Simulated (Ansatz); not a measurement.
# C₃H₈AlB: up Jacob's ladder to CCSD(T)

How much do the methods differ for C₃H₈AlB? The plan is to run it at one geometry with functionals of several rungs and with coupled cluster, and see how far each lands from CCSD(T) at the basis-set limit for the atomisation energy.

Computed with Ansatz 0.2.0, Gaussian basis. Level: functionals in def2-TZVPP, the program's frozen cores in correlated methods.

Plan: PBE-D4, r2SCAN-D4, PBE0-D4, B3LYP-D4, ωB97X-V, ωB97M-V, B2PLYP; CCSD(T)/def2-TZVPP; MP2/def2-QZVPP; extrapolation to the limit.

## Step 1: The relaxed structure

The geometry comes from an earlier relaxation with PBE0-D4 in a triple-zeta def2 set; it is a stationary point, not always the lowest conformer.

SMILES `[BH2][Al]1[CH2][CH]1C`, 13 atoms, charge 0, spin multiplicity 1.

Atoms are counted from 1 here; the program's logs count them from 0.

Bond lengths: B1–Al2 2.056 Å, B1–H6 1.197 Å, B1–H7 1.197 Å, Al2–C3 1.954 Å, Al2–C4 1.968 Å, C3–C4 1.520 Å, C3–H8 1.088 Å, C3–H9 1.089 Å, C4–C5 1.508 Å, C4–H10 1.090 Å, C5–H11 1.098 Å, C5–H12 1.092 Å, C5–H13 1.095 Å. Angles: Al2–B1–H6 121.4°, Al2–B1–H7 121.5°, H6–B1–H7 117.1°, B1–Al2–C3 157.2°, B1–Al2–C4 157.1°, C3–Al2–C4 45.6°, Al2–C3–C4 67.7°, Al2–C3–H8 119.3°, Al2–C3–H9 117.7°, C4–C3–H8 117.5°, C4–C3–H9 116.0°, H8–C3–H9 112.1°, Al2–C4–C3 66.7°, Al2–C4–C5 123.0°, Al2–C4–H10 114.3°, C3–C4–C5 118.0°, C3–C4–H10 113.5°, C5–C4–H10 113.4° and more.

Coordinates:

```xyz
13
C3H8AlB
B    -1.2970    2.7765   -0.2968
Al   -0.5376    0.9483    0.2599
C     0.4457   -0.3355    1.3562
C    -0.1400   -0.9726    0.1066
C     0.8147   -1.5345   -0.9171
H    -2.3892    3.1288    0.0445
H    -0.6740    3.5282   -0.9896
H     0.0346   -0.6422    2.3156
H     1.5312   -0.2510    1.3845
H    -0.9907   -1.6243    0.3082
H     1.2958   -2.4501   -0.5482
H     0.3073   -1.7746   -1.8539
H     1.6197   -0.8315   -1.1551
```

## Step 2: PBE-D4 (GGA)

in.yaml

```yaml
crystal:
  periodic: [false, false, false]
  atoms:
    - {symbol: B, position_ang: [-1.297033, 2.776452, -0.296829]}
    - {symbol: Al, position_ang: [-0.537585, 0.948257, 0.259915]}
    - {symbol: C, position_ang: [0.445679, -0.335512, 1.356229]}
    - {symbol: C, position_ang: [-0.140047, -0.972610, 0.106573]}
    - {symbol: C, position_ang: [0.814655, -1.534476, -0.917122]}
    - {symbol: H, position_ang: [-2.389164, 3.128767, 0.044537]}
    - {symbol: H, position_ang: [-0.674041, 3.528178, -0.989601]}
    - {symbol: H, position_ang: [0.034592, -0.642230, 2.315573]}
    - {symbol: H, position_ang: [1.531241, -0.250959, 1.384492]}
    - {symbol: H, position_ang: [-0.990686, -1.624299, 0.308236]}
    - {symbol: H, position_ang: [1.295804, -2.450105, -0.548193]}
    - {symbol: H, position_ang: [0.307279, -1.774629, -1.853897]}
    - {symbol: H, position_ang: [1.619704, -0.831532, -1.155112]}
basis:
  gaussian: {orbitals: def2-TZVPP}
hamiltonian: {xc: pbe, dispersion: d4}
output: {forces: true, orbitals: {seedname: orbitals}}
```

Launch:

```console
$ ansatz run in.yaml --threads 4 --pin off --events-out ev --progress --plain --max-ram 10444MiB
```

Further steps of the session: r2SCAN-D4 (meta-GGA); PBE0-D4 (hybrid); B3LYP-D4 (hybrid); ωB97X-V (range-separated); ωB97M-V (range-separated); B2PLYP (double hybrid); CCSD(T) in def2-TZVPP; MP2 in def2-QZVPP.

**Question.** What will the summary of the whole plan be? Wanted: atomisation energy, CCSD(T)/CBS; farthest; mean size of error, hybrid; mean size of error, range-separated; gap, smallest and largest; T1 diagnostic; triples share of the correlation energy.

The runs gave:

```
                               quantity                                value
        atomisation energy, CCSD(T)/CBS                            47.978 eV
    functionals within 0.240 eV (0.5 %)           B3LYP-D4, ωB97X-V, ωB97M-V
                               farthest                   PBE-D4 (+1.213 eV)
             mean size of error, hybrid                             0.400 eV
    mean size of error, range-separated                             0.206 eV
              gap, smallest and largest  1.53 eV (PBE-D4), 6.94 eV (ωB97X-V)
                          T1 diagnostic                               0.0203
triples share of the correlation energy                                4.2 %
```

What this shows: PBE-D4 is off by +1.213 eV. Double hybrids carry the basis error of their MP2 part in triple zeta, and no dispersion term here, so their miss is partly the set-up's. The reference freezes the cores and leaves out relativity and excitations past (T), so misses under about 0.240 eV can't be ranked. Hartree-Fock recovers 75 % of the binding; the rest is correlation. The gap grows from 1.5 to 6.9 eV across the functionals, mostly with the share of exact exchange. T1 = 0.020 passes the customary mark of 0.02 by a little.
